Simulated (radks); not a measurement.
# Cl⁺ in [Ne] 3s2 3p4: an all-electron calculation

The task here is to estimate one member of a computed series from the others.

The numbers are computed with radks (a radial shooting solver on a logarithmic mesh, Libxc functionals) version 1 (non-relativistic Kohn-Sham, TPSS, spin-polarised, spherical densities, point nucleus; open shells are filled with parallel spins first), except any that are marked as measured or tabulated.

## The system

```
element       : chlorine (Z = 17)
charge        : +1
electrons     : 16
configuration : [Ne] 3s2 3p4
```

The outer shells:

Cl⁺
```
[Ne] core
3s [↑↓]
3p [↑↓][↑ ][↑ ]
```

The first run:

Settings of this run:

```text
Z 17
configuration [Ne] 3s2 3p4 4s0 3d0
relativity non-relativistic
functional tpss,tpss
spin polarised
nucleus point
```

One table of the session follows, with a row left open; its other results are not shown here.

It belongs to the step «Shells». From the orbitals of this run (lengths in bohr):

| level | <r> | outermost maximum (interpolated) | 90 % within | nodes |
| --- | --- | --- | --- | --- |
| 1s up | ? | ? | ? | ? |
| 1s down | 0.09132 | 0.0599 | 0.163 | 0 |
| 2s up | 0.4453 | 0.363 | 0.696 | 1 |
| 2s down | 0.4452 | 0.363 | 0.695 | 1 |
| 2p up | 0.4073 | 0.302 | 0.676 | 0 |
| 2p down | 0.4072 | 0.302 | 0.675 | 0 |
| 3s up | 1.491 | 1.27 | 2.24 | 2 |
| 3s down | 1.503 | 1.27 | 2.26 | 2 |
| 3p up | 1.689 | 1.38 | 2.60 | 1 |
| 3p down | 1.729 | 1.39 | 2.69 | 1 |

**Question.** Estimate the row for 1s up.

The run gave: <r>: 0.09133; outermost maximum (interpolated): 0.0599; 90 % within: 0.163; nodes: 0. In the column «<r>» it lies between 1s down (0.09132) and 2p down (0.4072).

Caveats from the session: Open shells are spherical and high-spin; term and fine-structure splittings are not resolved.
